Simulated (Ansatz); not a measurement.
**SiH₂Cl₂ + NH₃: a complex and its separated parts**

Aim: how far the complex at one end of a reaction step lies below its separated, relaxed parts, level by level.

Method: PBE0-D4/def2-TZVP structures, single points in def2-TZVPP, no counterpoise correction; program: Ansatz 0.2.0, Gaussian basis.

Levels: SPW92, PBE-D4, BLYP-D4, r2SCAN-D4, B97M-V, PBE0-D4, B3LYP-D4, r2SCAN0-D4, BHLYP-D4, CAM-B3LYP-D4, wB97X-V, wB97M-V, B2PLYP, PBE-QIDH, RPA on PBE, Hartree-Fock, MP2, CCSD, CCSD(T).

Cores are frozen in the correlated methods. B3LYP uses VWN-RPA correlation. B2PLYP carries no dispersion term here.

94 further runs of the same task are left out: 94 set aside as unsound or not needed.

## (1) The starting structure

The complex: 9 atoms, charge 0, spin multiplicity 1.

Atoms are counted from 1 here; the program's logs count them from 0.

Bond lengths: Si1–N2 1.917 Å, Si1–H3 1.470 Å, Si1–H4 1.470 Å, Si1–Cl5 2.226 Å, Si1–Cl7 2.223 Å, N2–H6 1.019 Å, N2–H8 1.018 Å, N2–H9 1.018 Å. Angles: N2–Si1–H3 115.6°, N2–Si1–H4 115.2°, N2–Si1–Cl5 84.0°, N2–Si1–Cl7 85.7°, H3–Si1–H4 129.2°, H3–Si1–Cl5 92.0°, H3–Si1–Cl7 92.2°, H4–Si1–Cl5 92.2°, H4–Si1–Cl7 92.4°, Cl5–Si1–Cl7 169.7°, Si1–N2–H6 110.5°, Si1–N2–H8 108.9°, Si1–N2–H9 108.8°, H6–N2–H8 111.4°, H6–N2–H9 110.9°, H8–N2–H9 106.3°.

Geometry (Å):

```xyz
9
Cl2H5NSi
Si   -0.01084    0.65479   -0.57156
N     0.02888   -0.77780    0.70181
H    -1.11102    1.61612   -0.41095
H     1.05272    0.61999   -1.58536
Cl   -1.29183   -0.73630   -1.74511
H     0.61650   -0.53138    1.49681
Cl    1.27470    1.75152    0.87334
H     0.36433   -1.62039    0.23955
H    -0.92343   -0.97646    1.00148
```

Its parts: SiH₂Cl₂ holds atoms 1, 3, 4, 5, 7; NH₃ holds atoms 2, 6, 8, 9. Each part counts its atoms afresh in its own runs.

## (2) Relaxing SiH₂Cl₂ alone

File relax-a/in.yaml:

```yaml
crystal:
  periodic: [false, false, false]
  atoms:
    - {symbol: Si, position_ang: [-0.010840, 0.654790, -0.571558]}
    - {symbol: H, position_ang: [-1.111019, 1.616123, -0.410949]}
    - {symbol: H, position_ang: [1.052716, 0.619995, -1.585362]}
    - {symbol: Cl, position_ang: [-1.291830, -0.736295, -1.745111]}
    - {symbol: Cl, position_ang: [1.274705, 1.751522, 0.873337]}
basis:
  gaussian: {orbitals: def2-TZVP}
hamiltonian: {xc: pbe0, dispersion: d4}
relax: {f_tol: 0.005, max_steps: 200}
```

Started as:

```
$ ansatz run in.yaml --threads 4 --pin off --events-out ev --progress --plain --max-ram 9574MiB
```

Log, cut to the lines that bear on the results:

```text
Functional definition: PBE0
  name "PBE0"
  cite "Adamo & Barone, J. Chem. Phys. 110, 6158 (1999) doi:10.1063/1.478522"
  cite "Perdew, Burke & Ernzerhof, Phys. Rev. Lett. 77, 3865 (1996) doi:10.1103/PhysRevLett.77.3865"
  parent pbe
[...]
892 factors; their error is unknown
[...]
mean field -32945.60257430 eV, -1210.7285632742 hartree, gradient 3.9e-5 eV, S^2 0.000000; 0 other end points of the search recorded, 0 dependent functions left out
[...]
reference -32945.60260149 eV, -1210.7285642731 hartree; 25, 25 occupied and 98, 98 virtual orbitals, 892 factors
[...]
reference -32947.64895602 eV, -1210.8037664153 hartree; 25, 25 occupied and 98, 98 virtual orbitals, 892 factors
Total energy: -32947.75216832 eV, -1210.8075593973 hartree
Atom 0 at    -0.020912     0.884921    -0.782883 Å, force    -0.000079     0.001641    -0.001453 eV/Å
Atom 1 at    -1.043203     1.948917    -0.791849 Å, force     0.001714    -0.001598    -0.000190 eV/Å
Atom 2 at     0.958924     1.025692    -1.877117 Å, force    -0.001654    -0.000039     0.001630 eV/Å
Atom 3 at    -0.959274    -0.915799    -0.982157 Å, force     0.000036     0.000034     0.000024 eV/Å
Atom 4 at     0.978197     0.962404     0.994363 Å, force    -0.000017    -0.000038    -0.000011 eV/Å
Dipole moment:    -0.006223     0.176464    -0.161591 e Å
```

Run time: 9.5 s. Hardware: 4 threads of Arm Neoverse V1, shared host.

Step by step:

```
step  energy from step 1 (eV)  largest force component (eV/Å)
   1                   0.0000                          1.6094
   2                  -0.7800                          1.2463
   3                  -1.1440                          1.2084
   4                  -1.6179                          0.6642
   5                  -1.9663                          0.3913
   6                  -2.0523                          0.1027
   7                  -2.0573                          0.0251
   8                  -2.0575                          0.0109
   9                  -2.0575                          0.0017
```

Distances of close pairs at the start and the end, largest changes first:

```
   bond  before (Å)  after (Å)  change (Å)
Si1–Cl4       2.226      2.040      -0.185
Si1–Cl5       2.223      2.040      -0.183
 Si1–H3       1.470      1.476      +0.006
 Si1–H2       1.470      1.476      +0.006
```

## (3) Relaxing NH₃ alone

File relax-b/in.yaml:

```yaml
crystal:
  periodic: [false, false, false]
  atoms:
    - {symbol: N, position_ang: [0.028875, -0.777803, 0.701806]}
    - {symbol: H, position_ang: [0.616496, -0.531375, 1.496807]}
    - {symbol: H, position_ang: [0.364325, -1.620393, 0.239547]}
    - {symbol: H, position_ang: [-0.923428, -0.976464, 1.001482]}
basis:
  gaussian: {orbitals: def2-TZVP}
hamiltonian: {xc: pbe0, dispersion: d4}
relax: {f_tol: 0.005, max_steps: 200}
```

Started as:

```
$ ansatz run in.yaml --threads 4 --pin off --events-out ev --progress --plain --max-ram 9574MiB
```

Log, cut to the lines that bear on the results:

```text
[... 5 set-up lines as earlier in the session ...]
[...]
287 factors; their error is unknown
[...]
mean field -1537.77684509 eV, -56.5122567143 hartree, gradient 7.0e-6 eV, S^2 0.000000; 0 other end points of the search recorded, 0 dependent functions left out
[...]
Total energy: -1537.80844322 eV, -56.5134179243 hartree
Atom 0 at     0.019875    -0.762712     0.676175 Å, force    -0.000198    -0.003364     0.002555 eV/Å
Atom 1 at     0.596739    -0.560025     1.483403 Å, force    -0.001989    -0.000682    -0.002792 eV/Å
Atom 2 at     0.379420    -1.613062     0.260095 Å, force    -0.001393     0.003252     0.001579 eV/Å
Atom 3 at    -0.909765    -0.970236     1.019968 Å, force     0.003580     0.000793    -0.001342 eV/Å
Dipole moment:     0.002118    -0.267472     0.229866 e Å
```

Run time: 0.9 s. Hardware: 4 threads of Arm Neoverse V1, shared host.

The steps of the relaxation:

```
step  energy from step 1 (eV)  largest force component (eV/Å)
   1                   0.0000                          0.3674
   2                  -0.0183                          0.2185
   3                  -0.0224                          0.0487
   4                  -0.0225                          0.0138
   5                  -0.0225                          0.0036
```

Distances of close pairs at the start and the end, largest changes first:

```
 bond  before (Å)  after (Å)  change (Å)
N1–H2       1.019      1.013      -0.006
N1–H3       1.018      1.013      -0.005
N1–H4       1.018      1.013      -0.005
```

## (4) SPW92/def2-TZVPP

File parta/in.yaml:

```yaml
crystal:
  periodic: [false, false, false]
  atoms:
    - {symbol: Si, position_ang: [-0.020912, 0.884921, -0.782883]}
    - {symbol: H, position_ang: [-1.043203, 1.948917, -0.791849]}
    - {symbol: H, position_ang: [0.958924, 1.025692, -1.877117]}
    - {symbol: Cl, position_ang: [-0.959274, -0.915799, -0.982157]}
    - {symbol: Cl, position_ang: [0.978197, 0.962404, 0.994363]}
basis:
  gaussian: {orbitals: def2-TZVPP}
hamiltonian: {xc: lda}
```

File partb/in.yaml:

```yaml
crystal:
  periodic: [false, false, false]
  atoms:
    - {symbol: N, position_ang: [0.019875, -0.762712, 0.676175]}
    - {symbol: H, position_ang: [0.596739, -0.560025, 1.483403]}
    - {symbol: H, position_ang: [0.379420, -1.613062, 0.260095]}
    - {symbol: H, position_ang: [-0.909765, -0.970236, 1.019968]}
basis:
  gaussian: {orbitals: def2-TZVPP}
hamiltonian: {xc: lda}
```

One command serves all of them, each in its own folder.

Started as:

```
$ ansatz run in.yaml --threads 4 --pin off --events-out ev --progress --plain --max-ram 9574MiB
```

Output in parta, cut to the lines that bear on the results:

```text
Functional definition: SPW92
  name "SPW92"
  cite "Dirac, Proc. Camb. Phil. Soc. 26, 376 (1930) doi:10.1017/S0305004100016108"
  cite "Slater, Phys. Rev. 81, 385 (1951) doi:10.1103/PhysRev.81.385"
  cite "Perdew & Wang, Phys. Rev. B 45, 13244 (1992) doi:10.1103/PhysRevB.45.13244"
[...]
994 factors; their error is unknown
[...]
mean field -32846.23833620 eV, -1207.0769948755 hartree, gradient 3.2e-5 eV, S^2 0.000000; 0 other end points of the search recorded, 0 dependent functions left out
reference -32846.23836999 eV, -1207.0769961172 hartree; 25, 25 occupied and 129, 129 virtual orbitals, 994 factors
Total energy: -32846.23836999 eV, -1207.0769961172 hartree
```

partb printed, cut to the lines that bear on the results:

```text
[... 5 set-up lines as earlier in the session ...]
[...]
332 factors; their error is unknown
[...]
mean field -1526.58948790 eV, -56.1011289210 hartree, gradient 8.6e-5 eV, S^2 0.000000; 0 other end points of the search recorded, 0 dependent functions left out
reference -1526.58950730 eV, -56.1011296339 hartree; 5, 5 occupied and 68, 68 virtual orbitals, 332 factors
Total energy: -1526.58950730 eV, -56.1011296339 hartree
```

Wall times: 0.45 s (parta), 0.15 s (partb) on 4 threads of Arm Neoverse V1, shared host.

## (5) PBE-D4/def2-TZVPP

The same edit goes into each in.yaml of step 4 (parta, partb):

```diff
-hamiltonian: {xc: lda}
+hamiltonian: {xc: pbe, dispersion: d4}
```

One command serves all of them, each in its own folder.

Started as:

```
$ ansatz run in.yaml --threads 4 --pin off --events-out ev --progress --plain --max-ram 9574MiB
```

Output in parta, cut to the lines that bear on the results:

```text
Functional definition: PBE
  name "PBE"
[... 2 set-up lines as earlier in the session ...]
[...]
994 factors; their error is unknown
[...]
mean field -32944.78019850 eV, -1210.6983415208 hartree, gradient 3.7e-5 eV, S^2 0.000000; 0 other end points of the search recorded, 0 dependent functions left out
reference -32944.78023468 eV, -1210.6983428505 hartree; 25, 25 occupied and 129, 129 virtual orbitals, 994 factors
Total energy: -32944.90261888 eV, -1210.7028403869 hartree
```

Log of partb, cut to the lines that bear on the results:

```text
[... 4 set-up lines as earlier in the session ...]
[...]
332 factors; their error is unknown
[...]
mean field -1537.73162677 eV, -56.5105949717 hartree, gradient 5.7e-5 eV, S^2 0.000000; 0 other end points of the search recorded, 0 dependent functions left out
reference -1537.73164711 eV, -56.5105957194 hartree; 5, 5 occupied and 68, 68 virtual orbitals, 332 factors
Total energy: -1537.74302580 eV, -56.5110138785 hartree
```

Wall times: 0.75 s (parta), 0.2 s (partb) on 4 threads of Arm Neoverse V1, shared host.

## (6) BLYP-D4/def2-TZVPP

Each input of step 5 (parta, partb) changes in the same lines:

```diff
-hamiltonian: {xc: pbe, dispersion: d4}
+hamiltonian: {xc: {name: BLYP}, dispersion: d4}
```

One command serves all of them, each in its own folder.

Started as:

```
$ ansatz run in.yaml --threads 4 --pin off --events-out ev --progress --plain --max-ram 9574MiB
```

Log of parta, cut to the lines that bear on the results:

```text
Functional definition: BLYP
  name "BLYP"
  cite "Becke, Phys. Rev. A 38, 3098 (1988) doi:10.1103/PhysRevA.38.3098"
  cite "Lee, Yang & Parr, Phys. Rev. B 37, 785 (1988) doi:10.1103/PhysRevB.37.785"
[...]
994 factors; their error is unknown
[...]
mean field -32958.84215270 eV, -1211.2151088063 hartree, gradient 5.0e-5 eV, S^2 0.000000; 0 other end points of the search recorded, 0 dependent functions left out
reference -32958.84248252 eV, -1211.2151209268 hartree; 25, 25 occupied and 129, 129 virtual orbitals, 994 factors
Total energy: -32959.11114315 eV, -1211.2249940228 hartree
```

Output in partb, cut to the lines that bear on the results:

```text
[... 4 set-up lines as earlier in the session ...]
[...]
332 factors; their error is unknown
[...]
mean field -1539.10801507 eV, -56.5611763091 hartree, gradient 5.2e-5 eV, S^2 0.000000; 0 other end points of the search recorded, 0 dependent functions left out
reference -1539.10820065 eV, -56.5611831288 hartree; 5, 5 occupied and 68, 68 virtual orbitals, 332 factors
Total energy: -1539.13565177 eV, -56.5621919391 hartree
```

Times: 0.7 s (parta), 0.2 s (partb) on 4 threads of Arm Neoverse V1, shared host.

## (7) r2SCAN-D4/def2-TZVPP

The same edit goes into each in.yaml of step 6 (parta, partb):

```diff
-hamiltonian: {xc: {name: BLYP}, dispersion: d4}
+hamiltonian: {xc: r2scan, dispersion: d4}
```

The same command starts each run, in its folder.

Started as:

```
$ ansatz run in.yaml --threads 4 --pin off --events-out ev --progress --plain --max-ram 9574MiB
```

parta printed, cut to the lines that bear on the results:

```text
Functional definition: r2SCAN
  name "r2SCAN"
  cite "Furness, Kaplan, Ning, Perdew & Sun, J. Phys. Chem. Lett. 11, 8208 (2020) doi:10.1021/acs.jpclett.0c02405"
  cite "Furness, Kaplan, Ning, Perdew & Sun, J. Phys. Chem. Lett. 11, 9248 (2020) doi:10.1021/acs.jpclett.0c03077"
  parent r2scan
[...]
994 factors; their error is unknown
[...]
mean field -32956.88333616 eV, -1211.1431236259 hartree, gradient 2.9e-5 eV, S^2 0.000000; 0 other end points of the search recorded, 0 dependent functions left out
reference -32956.88334556 eV, -1211.1431239716 hartree; 25, 25 occupied and 129, 129 virtual orbitals, 994 factors
Total energy: -32956.90977877 eV, -1211.1440953742 hartree
```

partb printed, cut to the lines that bear on the results:

```text
[... 5 set-up lines as earlier in the session ...]
[...]
332 factors; their error is unknown
[...]
mean field -1538.76471391 eV, -56.5485602240 hartree, gradient 2.9e-5 eV, S^2 0.000000; 0 other end points of the search recorded, 0 dependent functions left out
reference -1538.76472037 eV, -56.5485604613 hartree; 5, 5 occupied and 68, 68 virtual orbitals, 332 factors
Total energy: -1538.76743350 eV, -56.5486601673 hartree
```

Times: 1.7 s (parta), 0.5 s (partb) on 4 threads of Arm Neoverse V1, shared host.

## (8) B97M-V/def2-TZVPP

Each input of step 7 (parta, partb) changes in the same lines:

```diff
-hamiltonian: {xc: r2scan, dispersion: d4}
+hamiltonian: {xc: {name: B97M-V}}
```

The same command starts each run, in its folder.

Started as:

```
$ ansatz run in.yaml --threads 4 --pin off --events-out ev --progress --plain --max-ram 9574MiB
```

Output in parta, cut to the lines that bear on the results:

```text
Functional definition: B97M-V
  name "B97M-V"
  cite "Mardirossian & Head-Gordon, J. Chem. Phys. 142, 074111 (2015) doi:10.1063/1.4907719"
  cite "Becke, J. Chem. Phys. 107, 8554 (1997) doi:10.1063/1.475007"
  cite "Vydrov & Van Voorhis, J. Chem. Phys. 133, 244103 (2010) doi:10.1063/1.3521275"
  # Of w^i u^j: cxij and so on, Table III.
[...]
  gx(w, u) = cx00 + cx01*u + cx02*u^2 + (cx10 + cx11*u)*w
[...]
  gos(w, u) = cos00 + cos01*u + cos03*u^3 + cos10*w + cos32*w^3*u^2
[...]
      + integral(e_c_pw_mod_opposite_spin*gos(b97_w_opposite, b97_u_opposite)) + vv10(b, c)
994 factors; their error is unknown
[...]
mean field -32950.75810606 eV, -1210.9180255718 hartree, gradient 1.9e-5 eV, S^2 0.000000; 0 other end points of the search recorded, 0 dependent functions left out
reference -32950.75815456 eV, -1210.9180273540 hartree; 25, 25 occupied and 129, 129 virtual orbitals, 994 factors
Total energy: -32950.75815456 eV, -1210.9180273540 hartree
```

partb printed, cut to the lines that bear on the results:

```text
[... 5 set-up lines as earlier in the session ...]
  # Of w^i u^j: cxij and so on, Table III.
[...]
  gx(w, u) = cx00 + cx01*u + cx02*u^2 + (cx10 + cx11*u)*w
[...]
  gos(w, u) = cos00 + cos01*u + cos03*u^3 + cos10*w + cos32*w^3*u^2
[...]
      + integral(e_c_pw_mod_opposite_spin*gos(b97_w_opposite, b97_u_opposite)) + vv10(b, c)
332 factors; their error is unknown
[...]
mean field -1539.38740148 eV, -56.5714435700 hartree, gradient 4.5e-5 eV, S^2 0.000000; 0 other end points of the search recorded, 0 dependent functions left out
reference -1539.38743430 eV, -56.5714447763 hartree; 5, 5 occupied and 68, 68 virtual orbitals, 332 factors
Total energy: -1539.38743430 eV, -56.5714447763 hartree
```

They took 3.1 s (parta), 0.55 s (partb) on 4 threads of Arm Neoverse V1, shared host.

## (9) PBE0-D4/def2-TZVPP

The same edit goes into each in.yaml of step 8 (parta, partb):

```diff
-hamiltonian: {xc: {name: B97M-V}}
+hamiltonian: {xc: pbe0, dispersion: d4}
+output: {orbitals: {seedname: orbitals}}
```

One command serves all of them, each in its own folder.

Started as:

```
$ ansatz run in.yaml --threads 4 --pin off --events-out ev --progress --plain --max-ram 9574MiB
```

Output in parta, cut to the lines that bear on the results:

```text
[... 5 set-up lines as earlier in the session ...]
[...]
1059 factors; their error is unknown
[...]
mean field -32947.66122290 eV, -1210.8042172147 hartree, gradient 2.4e-5 eV, S^2 0.000000; 0 other end points of the search recorded, 0 dependent functions left out
reference -32947.66125026 eV, -1210.8042182203 hartree; 25, 25 occupied and 129, 129 virtual orbitals, 1059 factors
Total energy: -32947.76446257 eV, -1210.8080112024 hartree
```

Output in partb, cut to the lines that bear on the results:

```text
[... 5 set-up lines as earlier in the session ...]
[...]
332 factors; their error is unknown
[...]
mean field -1537.87183439 eV, -56.5157475070 hartree, gradient 8.6e-6 eV, S^2 0.000000; 0 other end points of the search recorded, 0 dependent functions left out
reference -1537.87185031 eV, -56.5157480918 hartree; 5, 5 occupied and 68, 68 virtual orbitals, 332 factors
Total energy: -1537.88096667 eV, -56.5160831120 hartree
```

They took 1.1 s (parta), 0.2 s (partb) on 4 threads of Arm Neoverse V1, shared host.

## (10) B3LYP-D4/def2-TZVPP

Each input of step 9 (parta, partb) changes in the same lines:

```diff
-hamiltonian: {xc: pbe0, dispersion: d4}
-output: {orbitals: {seedname: orbitals}}
+hamiltonian: {xc: {name: B3LYP}, dispersion: d4}
```

One command serves all of them, each in its own folder.

Started as:

```
$ ansatz run in.yaml --threads 4 --pin off --events-out ev --progress --plain --max-ram 9574MiB
```

Log of parta, cut to the lines that bear on the results:

```text
Functional definition: B3LYP
  name "B3LYP"
  cite "Stephens, Devlin, Chabalowski & Frisch, J. Phys. Chem. 98, 11623 (1994) doi:10.1021/j100096a001"
[... 2 set-up lines as earlier in the session ...]
  cite "Vosko, Wilk & Nusair, Can. J. Phys. 58, 1200 (1980) doi:10.1139/p80-159"
[...]
1035 factors; their error is unknown
[...]
mean field -32960.63797463 eV, -1211.2811040449 hartree, gradient 2.0e-5 eV, S^2 0.000000; 0 other end points of the search recorded, 0 dependent functions left out
reference -32960.63822286 eV, -1211.2811131669 hartree; 25, 25 occupied and 129, 129 virtual orbitals, 1035 factors
Total energy: -32960.84040213 eV, -1211.2885431181 hartree
```

Output in partb, cut to the lines that bear on the results:

```text
[... 6 set-up lines as earlier in the session ...]
[...]
332 factors; their error is unknown
[...]
mean field -1539.85470132 eV, -56.5886165225 hartree, gradient 2.8e-5 eV, S^2 0.000000; 0 other end points of the search recorded, 0 dependent functions left out
reference -1539.85484093 eV, -56.5886216529 hartree; 5, 5 occupied and 68, 68 virtual orbitals, 332 factors
Total energy: -1539.87290293 eV, -56.5892854195 hartree
```

Wall times: 1.1 s (parta), 0.2 s (partb) on 4 threads of Arm Neoverse V1, shared host.

## (11) r2SCAN0-D4/def2-TZVPP

The same edit goes into each in.yaml of step 10 (parta, partb):

```diff
-hamiltonian: {xc: {name: B3LYP}, dispersion: d4}
+hamiltonian: {xc: {name: r2SCAN0}, dispersion: d4}
```

Each run has its own folder and the same command.

Started as:

```
$ ansatz run in.yaml --threads 4 --pin off --events-out ev --progress --plain --max-ram 9574MiB
```

Output in parta, cut to the lines that bear on the results:

```text
Functional definition: r2SCAN0
  name "r2SCAN0"
  cite "Bursch, Neugebauer, Ehlert & Grimme, J. Chem. Phys. 156, 134105 (2022) doi:10.1063/5.0086040"
[... 3 set-up lines as earlier in the session ...]
[...]
1059 factors; their error is unknown
[...]
mean field -32956.63969466 eV, -1211.1341699662 hartree, gradient 3.0e-5 eV, S^2 0.000000; 0 other end points of the search recorded, 0 dependent functions left out
reference -32956.63970216 eV, -1211.1341702417 hartree; 25, 25 occupied and 129, 129 virtual orbitals, 1059 factors
Total energy: -32956.67213698 eV, -1211.1353621991 hartree
```

partb printed, cut to the lines that bear on the results:

```text
[... 6 set-up lines as earlier in the session ...]
[...]
332 factors; their error is unknown
[...]
mean field -1538.56918329 eV, -56.5413746064 hartree, gradient 4.6e-5 eV, S^2 0.000000; 0 other end points of the search recorded, 0 dependent functions left out
reference -1538.56918838 eV, -56.5413747933 hartree; 5, 5 occupied and 68, 68 virtual orbitals, 332 factors
Total energy: -1538.57218990 eV, -56.5414850971 hartree
```

Times: 2 s (parta), 0.5 s (partb) on 4 threads of Arm Neoverse V1, shared host.

## (12) BHLYP-D4/def2-TZVPP

The same edit goes into each in.yaml of step 11 (parta, partb):

```diff
-hamiltonian: {xc: {name: r2SCAN0}, dispersion: d4}
+hamiltonian: {xc: {name: BHLYP}, dispersion: d4}
```

One command serves all of them, each in its own folder.

Started as:

```
$ ansatz run in.yaml --threads 4 --pin off --events-out ev --progress --plain --max-ram 9574MiB
```

Log of parta, cut to the lines that bear on the results:

```text
Functional definition: BHLYP
  name "BHLYP"
  cite "Becke, J. Chem. Phys. 98, 1372 (1993) doi:10.1063/1.464304"
[... 2 set-up lines as earlier in the session ...]
[...]
1116 factors; their error is unknown
[...]
mean field -32959.30324405 eV, -1211.2320536007 hartree, gradient 6.7e-5 eV, S^2 0.000000; 0 other end points of the search recorded, 0 dependent functions left out
reference -32959.30341390 eV, -1211.2320598427 hartree; 25, 25 occupied and 129, 129 virtual orbitals, 1116 factors
Total energy: -32959.47420670 eV, -1211.2383363623 hartree
```

Output in partb, cut to the lines that bear on the results:

```text
[... 5 set-up lines as earlier in the session ...]
[...]
346 factors; their error is unknown
[...]
mean field -1538.73551538 eV, -56.5474871979 hartree, gradient 7.6e-5 eV, S^2 0.000000; 0 other end points of the search recorded, 0 dependent functions left out
reference -1538.73561202 eV, -56.5474907493 hartree; 5, 5 occupied and 68, 68 virtual orbitals, 346 factors
Total energy: -1538.74631286 eV, -56.5478839978 hartree
```

They took 0.9 s (parta), 0.2 s (partb) on 4 threads of Arm Neoverse V1, shared host.

(Part 1 of 2 ends here.)
